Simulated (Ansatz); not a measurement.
# Cu4H5: the cost of one run

The runs use Ansatz 0.2.0, Gaussian basis; UKS PBE0-D4/def2-TZVP.

Levels to be run: a search for the lowest solution at PBE0-D4/def2-SVP; a single point at PBE0-D4/def2-TZVP.

3 further runs of the same task are left out: 3 set aside as unsound or not needed. Runs told in other sessions of the task aren't counted.

**1. The structure**

The geometry is that of the doublet, from an earlier relaxation (r2SCAN-D4/def2-SVP). At that level it is the lowest of the isomers that a small search found.

9 atoms, charge 0, spin multiplicity 2.

Atoms are counted from 1 here; the program's logs count them from 0.

Bond lengths: Cu1–Cu2 2.322 Å, Cu1–Cu4 2.321 Å, Cu1–H6 1.648 Å, Cu1–H7 1.837 Å, Cu1–H9 1.649 Å, Cu2–Cu3 2.321 Å, Cu2–H5 1.648 Å, Cu2–H6 1.648 Å, Cu2–H7 1.838 Å, Cu3–Cu4 2.322 Å, Cu3–H5 1.648 Å, Cu3–H7 1.839 Å, Cu3–H8 1.648 Å, Cu4–H7 1.838 Å, Cu4–H8 1.648 Å, Cu4–H9 1.648 Å. Angles: Cu2–Cu1–Cu4 90.0°, Cu2–Cu1–H6 45.2°, Cu2–Cu1–H7 50.8°, Cu2–Cu1–H9 134.9°, Cu4–Cu1–H6 134.8°, Cu4–Cu1–H7 50.8°, Cu4–Cu1–H9 45.2°, H6–Cu1–H7 92.2°, H6–Cu1–H9 170.4°, H7–Cu1–H9 92.2°, Cu1–Cu2–Cu3 90.0°, Cu1–Cu2–H5 134.8°, Cu1–Cu2–H6 45.2°, Cu1–Cu2–H7 50.8°, Cu3–Cu2–H5 45.2°, Cu3–Cu2–H6 134.8°, Cu3–Cu2–H7 50.9°, H5–Cu2–H6 170.3° and more.

Geometry (Å):

```xyz
9

Cu   -1.09169    0.09622   -1.22195
Cu    1.21735   -0.11027   -1.09633
Cu    1.08643   -0.15739    1.22047
Cu   -1.22243    0.05139    1.09506
H     2.29590   -0.37459    0.12200
H     0.11567   -0.12376   -2.32220
H     0.06939    0.79329    0.01898
H    -0.14521   -0.21515    2.31393
H    -2.32542    0.04028   -0.12996
```

No spin-orbit coupling is included.

Bonds by kind at the end (by distance):

```tsv
bond	count	shortest (Å)	longest (Å)
Cu–Cu	4	2.321	2.322
Cu–H	12	1.648	1.839
```

**2. Searching for the lowest solution, PBE0-D4/def2-SVP**

start.molden holds the orbitals of an earlier run on this state, given as this run's starting guess.

The input, in.yaml:

```yaml
crystal:
  periodic: [false, false, false]
  atoms:
    - {symbol: Cu, position_ang: [-1.091686, 0.096216, -1.221955]}
    - {symbol: Cu, position_ang: [1.217355, -0.110272, -1.096332]}
    - {symbol: Cu, position_ang: [1.086427, -0.157392, 1.220475]}
    - {symbol: Cu, position_ang: [-1.222427, 0.051385, 1.095056]}
    - {symbol: H, position_ang: [2.295900, -0.374592, 0.121999]}
    - {symbol: H, position_ang: [0.115669, -0.123756, -2.322204]}
    - {symbol: H, position_ang: [0.069387, 0.793287, 0.018980]}
    - {symbol: H, position_ang: [-0.145205, -0.215153, 2.313929]}
    - {symbol: H, position_ang: [-2.325420, 0.040276, -0.129958]}
basis:
  gaussian: {orbitals: def2-SVP, initial_orbitals: start.molden}
magnetization: {spin_polarized: true, initial_magnetization: 1}
hamiltonian: {xc: pbe0, dispersion: d4}
output: {orbitals: {seedname: orbitals}}
```

Launch:

```bash
ansatz run in.yaml --threads 4 --pin off --events-out ev --progress --plain --max-ram 4787MiB
```

Q: Estimate wall time and peak memory on 4 threads of Arm Neoverse V1, shared host.

About 14 s, with a peak of 0.8 GiB.
